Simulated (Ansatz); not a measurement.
# Cobalt, beta-Sn type under BLYP: ground state and equation of state

What does BLYP give for cobalt in the beta-Sn type structure? We relax it, solve it on a dense k-mesh, then scale the cell to 7 volumes from 88 to 112 % of the relaxed one and try a fit of the equation of state. Spin polarisation is left out, though the real metal is magnetic, so this state lies above the ground state. The k-meshes are 15×15×10 for the relaxation; 24×24×17 for the dense run; 16×16×11 for the volumes.

Method: DFT BLYP, plane waves (420 eV) with PAW, scalar-relativistic; PAW files made under PBE, frozen cores solved again for the functional, in Ansatz 0.2.0.

**1. Starting point**

It takes space group I4_1/amd (No. 141, tetragonal). Conventional cell: a = 4.400 Å, b = 4.400 Å, c = 2.402 Å, α = 90.00°, β = 90.00°, γ = 90.00°. Co (site symmetry -4m2) has 6 Co at 2.28 to 2.40 Å as nearest neighbours.

Coordinates:

```
Co
1.0
    -2.19998    2.19998    1.20119
     2.19998   -2.19998    1.20119
     2.19998    2.19998   -1.20119
Co
2
Direct
  0.00000 0.00000 0.00000
  0.75000 0.25000 0.50000
```

**2. Relaxing cell and atoms**

Contents of input.yaml:

```yaml
crystal:
  lattice:
    - [-2.1999784191, 2.1999784191, 1.2011882168]
    - [2.1999784191, -2.1999784191, 1.2011882168]
    - [2.1999784191, 2.1999784191, -1.2011882168]
  atoms:
    - { symbol: Co, position: [0.0, 0.0, 0.0] }
    - { symbol: Co, position: [0.75, 0.25, 0.5] }
hamiltonian:
  xc: blyp
  pseudopotentials:
    kind: paw
    azcp:
      Co: "pseudopotentials/Co.paw.azcp"
basis:
  ecutwfc: 420
  fft_grid_basis: typed
kpoints:
  mp_grid: { grid: [15, 15, 10], shift: [0, 0, 0] }
magnetization:
  spin_polarized: false
scf:
  occupations: { method: fermi_dirac, width: 0.1 }
relax:
  max_steps: 60
  f_tol: 0.01
  cell: {}
```

Command:

```sh
$ ansatz run input.yaml --threads 2 --pin off --max-ram 5120MiB --backend cpu --events-out ev --progress --plain --runs-dir out
```

The runs that follow: Single point on a dense mesh; At 88 % of the relaxed volume; At 92 % of the relaxed volume; At 96 % of the relaxed volume; At 100 % of the relaxed volume; At 104 % of the relaxed volume; At 108 % of the relaxed volume; At 112 % of the relaxed volume.

What does the calculation give? Wanted: space group; conventional cell; volume; shortest distance; gap on the mesh; relative to hcp, ferromagnetic; V₀, B₀, B₀′.

**Answer**, as computed:

| quantity | value |
| --- | --- |
| space group (spins left aside) | I4_1/amd (No. 141) |
| conventional cell | a = 4.371 Å, c = 2.487 Å (c/a = 0.569) |
| volume | 11.883 Å³/atom |
| shortest distance | 2.272 Å |
| gap on the mesh | none (levels filled in part) |
| relative to hcp, ferromagnetic | +636 meV/atom |
| V₀, B₀, B₀′ | 11.834 Å³/atom, 182 GPa, 4.8 |

The relaxation enlarged the cell by 2.2 % in volume. It lies 636 meV/atom above the element's reference form at the same level (hcp, ferromagnetic, from a run of its own); part of this is magnetic energy, as this run has no moments. Levels at the Fermi energy are filled in part, as in a metal. B₀ comes out at 182 GPa; letting shape and positions relax at each volume could only lower it. The symmetry was held, so the structure may be unstable against distortions that break it.
